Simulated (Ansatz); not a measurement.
# C3H11NO3Sn: a ladder of functionals and wavefunction methods

The task here is to estimate one member of a computed series from the others.

Method: functionals in def2-TZVPP, the program's frozen cores in correlated methods; program: Ansatz 0.2.0, Gaussian basis.

Plan: LDA (SPW92), PBE-D4, revPBE-D4, BLYP-D4, r2SCAN-D4, B97M-V, PBE0-D4, B3LYP-D4, r2SCANh-D4, r2SCAN0-D4, HSE06-D4, BHLYP-D4, CAM-B3LYP-D4, LC-ωPBE, ωB97X-V, ωB97M-V, B2PLYP, PBE-QIDH; CCSD(T)/def2-SVP; CCSD(T)/def2-TZVPP; MP2/def2-QZVPP; extrapolation to the limit; RPA on PBE.

### Structure used throughout

An earlier PBE0-D4 in a triple-zeta def2 set relaxation fixed the geometry. Sn takes the def2 core potential; no spin-orbit term is included.

SMILES `C[O][Sn]([NH2])([O]C)[O]C`, 19 atoms, charge 0, spin multiplicity 1.

Atoms are counted from 1 here; the program's logs count them from 0.

Bond lengths: C1–O2 1.410 Å, C1–H9 1.093 Å, C1–H10 1.097 Å, C1–H11 1.097 Å, O2–Sn3 1.953 Å, Sn3–N4 2.003 Å, Sn3–O5 1.950 Å, Sn3–O7 1.942 Å, N4–H12 1.012 Å, N4–H13 1.012 Å, O5–C6 1.409 Å, C6–H14 1.093 Å, C6–H15 1.098 Å, C6–H16 1.097 Å, O7–C8 1.411 Å, C8–H17 1.093 Å, C8–H18 1.097 Å, C8–H19 1.097 Å. Angles: O2–C1–H9 108.0°, O2–C1–H10 112.1°, O2–C1–H11 112.5°, H9–C1–H10 108.0°, H9–C1–H11 108.1°, H10–C1–H11 108.0°, C1–O2–Sn3 120.4°, O2–Sn3–N4 104.5°, O2–Sn3–O5 110.8°, O2–Sn3–O7 111.0°, N4–Sn3–O5 117.0°, N4–Sn3–O7 111.9°, O5–Sn3–O7 101.8°, Sn3–N4–H12 113.9°, Sn3–N4–H13 112.0°, H12–N4–H13 108.6°, Sn3–O5–C6 119.5°, O5–C6–H14 107.8° and more.

The first run:

File in.yaml:

```yaml
crystal:
  periodic: [false, false, false]
  atoms:
    - {symbol: C, position_ang: [-1.017149, -1.347227, 1.786009]}
    - {symbol: O, position_ang: [-1.323828, -0.414265, 0.774111]}
    - {symbol: Sn, position_ang: [0.084033, 0.282863, -0.386949]}
    - {symbol: N, position_ang: [-0.898050, 1.229920, -1.853982]}
    - {symbol: O, position_ang: [1.370949, 1.330645, 0.636557]}
    - {symbol: C, position_ang: [0.908838, 2.323959, 1.522609]}
    - {symbol: O, position_ang: [1.196110, -1.155106, -1.070630]}
    - {symbol: C, position_ang: [0.692660, -2.008814, -2.075292]}
    - {symbol: H, position_ang: [-1.957400, -1.683175, 2.231741]}
    - {symbol: H, position_ang: [-0.402427, -0.907427, 2.581368]}
    - {symbol: H, position_ang: [-0.490372, -2.227820, 1.398745]}
    - {symbol: H, position_ang: [-0.460346, 2.092348, -2.150379]}
    - {symbol: H, position_ang: [-1.858917, 1.425360, -1.602300]}
    - {symbol: H, position_ang: [1.777850, 2.748339, 2.032428]}
    - {symbol: H, position_ang: [0.391635, 3.142031, 1.003477]}
    - {symbol: H, position_ang: [0.229500, 1.924567, 2.286241]}
    - {symbol: H, position_ang: [1.529785, -2.591843, -2.468432]}
    - {symbol: H, position_ang: [0.238540, -1.458853, -2.908276]}
    - {symbol: H, position_ang: [-0.053610, -2.709903, -1.680643]}
basis:
  gaussian: {orbitals: def2-TZVPP}
hamiltonian: {xc: lda}
output: {orbitals: {seedname: orbitals}}
```

Command:

```sh
ansatz run in.yaml --threads 4 --pin off --events-out ev --progress --plain --max-ram 66560MiB --backend cuda --devices 0, --max-vram 37GiB
```

Among the steps run: LDA; PBE-D4 (GGA); revPBE-D4 (GGA); BLYP-D4 (GGA); r2SCAN-D4 (meta-GGA); B97M-V (meta-GGA); PBE0-D4 (hybrid); B3LYP-D4 (hybrid); r2SCANh-D4 (hybrid); r2SCAN0-D4 (hybrid); HSE06-D4 (hybrid); BHLYP-D4 (hybrid); CAM-B3LYP-D4 (range-separated); LC-ωPBE (range-separated); ωB97X-V (range-separated); ωB97M-V (range-separated); B2PLYP (double hybrid); PBE-QIDH (double hybrid).

One table of the session follows, with a row left open; its other results are not shown here.

It belongs to the step «Orbital energies across the functionals». 

```
  functional  HOMO (eV)  gap (eV)
 LDA (SPW92)      -6.35      3.96
      PBE-D4      -6.20      4.15
   revPBE-D4          ?         ?
     BLYP-D4      -6.11      4.10
   r2SCAN-D4      -6.53      4.75
      B97M-V      -6.66      4.77
     PBE0-D4      -7.75      6.69
    B3LYP-D4      -7.50      6.11
  r2SCANh-D4      -7.11      5.69
  r2SCAN0-D4      -7.98      7.09
    HSE06-D4      -7.34      5.91
    BHLYP-D4      -9.19      9.09
CAM-B3LYP-D4      -9.19      9.13
     LC-ωPBE     -10.55     11.86
     ωB97X-V     -10.21     11.29
     ωB97M-V     -10.14     10.98
```

Estimate the missing values for revPBE-D4.

**Answer.** HOMO (eV): -6.14; gap (eV): 4.23. In the column «HOMO (eV)» it lies between PBE-D4 (-6.20) and BLYP-D4 (-6.11).
